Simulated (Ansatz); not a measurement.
**CH6AlNS: small, medium and large basis sets**

An exercise on one series of results from a longer session: the logs are not shown, and one member is left open.

Method: one geometry, several basis sets; program: Ansatz 0.2.0, Gaussian basis.

Plan: PBE0-D4/def2-SVP; ωB97M-V/def2-SVP; PBE0-D4/def2-QZVPP; ωB97M-V/def2-QZVPP; the functionals' def2-TZVPP values are taken from earlier runs.

## Structure used throughout

An earlier PBE0-D4 in a triple-zeta def2 set relaxation fixed the geometry.

SMILES `NC[S][AlH2]`, 10 atoms, charge 0, spin multiplicity 1.

Atoms are counted from 1 here; the program's logs count them from 0.

Bond lengths: N1–C2 1.439 Å, N1–H5 1.012 Å, N1–H6 1.013 Å, C2–S3 1.833 Å, C2–H7 1.091 Å, C2–H8 1.097 Å, S3–Al4 2.168 Å, Al4–H9 1.580 Å, Al4–H10 1.586 Å. Angles: C2–N1–H5 111.2°, C2–N1–H6 110.8°, H5–N1–H6 108.4°, N1–C2–S3 110.2°, N1–C2–H7 108.7°, N1–C2–H8 115.5°, S3–C2–H7 106.0°, S3–C2–H8 108.1°, H7–C2–H8 107.9°, C2–S3–Al4 101.3°, S3–Al4–H9 118.2°, S3–Al4–H10 117.3°, H9–Al4–H10 124.6°.

Set-up of the first run:

in.yaml reads:

```yaml
crystal:
  periodic: [false, false, false]
  atoms:
    - {symbol: N, position_ang: [-0.639641, 1.524242, 0.837460]}
    - {symbol: C, position_ang: [-0.122242, 0.187362, 0.965408]}
    - {symbol: S, position_ang: [-1.103806, -0.972010, -0.059794]}
    - {symbol: Al, position_ang: [0.321037, -1.476272, -1.614261]}
    - {symbol: H, position_ang: [-0.442744, 1.907272, -0.078227]}
    - {symbol: H, position_ang: [-0.231856, 2.135482, 1.534317]}
    - {symbol: H, position_ang: [-0.251904, -0.141341, 1.997836]}
    - {symbol: H, position_ang: [0.935592, 0.063110, 0.701285]}
    - {symbol: H, position_ang: [-0.126122, -2.498910, -2.732718]}
    - {symbol: H, position_ang: [1.744787, -0.780133, -1.548407]}
basis:
  gaussian: {orbitals: def2-SVP}
hamiltonian: {xc: pbe0, dispersion: d4}
output: {orbitals: {seedname: orbitals}}
```

Launch:

```sh
ansatz run in.yaml --threads 2 --pin off --events-out ev --progress --plain --max-ram 4352MiB
```

Steps of the session up to this table: PBE0-D4 in def2-SVP; ωB97M-V in def2-SVP; PBE0-D4 in def2-QZVPP; ωB97M-V in def2-QZVPP.

One of the session's tables, all rows but one given; the rest of the session is left out.

It belongs to the step «Density functionals: the series». 

```
functional       basis  HOMO (eV)
   PBE0-D4    def2-SVP      -6.90
   PBE0-D4  def2-TZVPP          ?
   PBE0-D4  def2-QZVPP      -7.17
   ωB97M-V    def2-SVP      -9.17
   ωB97M-V  def2-TZVPP      -9.39
   ωB97M-V  def2-QZVPP      -9.43
```

Q: Estimate the row for PBE0-D4, def2-TZVPP from the others.

**Answer.** HOMO (eV): -7.13. In the column «HOMO (eV)» it lies between PBE0-D4, def2-QZVPP (-7.17) and PBE0-D4, def2-SVP (-6.90).
